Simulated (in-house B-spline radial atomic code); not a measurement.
# Excited states and polarisability of Nb¹¹⁺ by several methods

One table from this session's results is given with a row withheld; the runs are named, their logs left out.

Program: in-house B-spline radial atomic code version 1. Level of theory: linear response of a closed shell, each method with its own adiabatic kernel; spin-free one-electron X2C, finite nucleus; B-spline basis; no spin-orbit coupling, no double excitations; only terms of natural parity, (−1)^L, with L up to 3 are computed. These are calculated values, not measurements, unless marked.

### The system

```
element       : niobium (Z = 41)
charge        : +11
configuration : [Ar] 3d10 4s2
runs          : TDHF; PBE; exchange-only LDA; B97-1; HSE06; CAM-B3LYP
```

The outer shells:

Nb¹¹⁺
```
[Ar] core
3d [↑↓][↑↓][↑↓][↑↓][↑↓]
4s [↑↓]
```

The first run:

Settings, as recorded:

```ini
Z = 41
electrons = 30.0
configuration = [Ar] 3d10 4s2
hamiltonian = x2c
method = hf
box_radius = 9.07
rms_radius = 4.324
intervals = 68
```

The run is started by

```bash
$ python run_td.py task.json out
```

One command runs all members of the session, one after another, from task.json.

Among the steps run: TDHF.

One table of the session follows, with a row left open; its other results are not shown here.

It belongs to the step «TDHF». 

| state | full (eV) | Tamm-Dancoff (eV) |
| --- | --- | --- |
| 4s→4p ³P | 22.934 | 23.565 |
| 4s→4p ¹P | 32.895 | 33.579 |
| 4s→4d ³D | 70.876 | 70.924 |
| 4s→4d ¹D | 75.091 | 75.174 |
| 4s→5s ³S | 111.46 | 111.47 |
| 4s→5s ¹S | 113.59 | 113.64 |
| 4s→4f ³F | 113.97 | 114.00 |
| 4s→4f ¹F | 116.17 | 116.19 |
| 4s→5p ³P | 124.08 | 124.09 |
| 4s→5p ¹P | 125.05 | 125.09 |
| 4s→5d ³D | 143.01 | 143.02 |
| 4s→5d ¹D | 143.69 | 143.70 |
| 4s→6s ³S | 161.06 | 161.06 |
| 4s→5f ³F | ? | ? |

Estimate the missing values for 4s→5f ³F.

The run gave: full (eV): 161.26; Tamm-Dancoff (eV): 161.27. In the column «full (eV)» it is the highest.
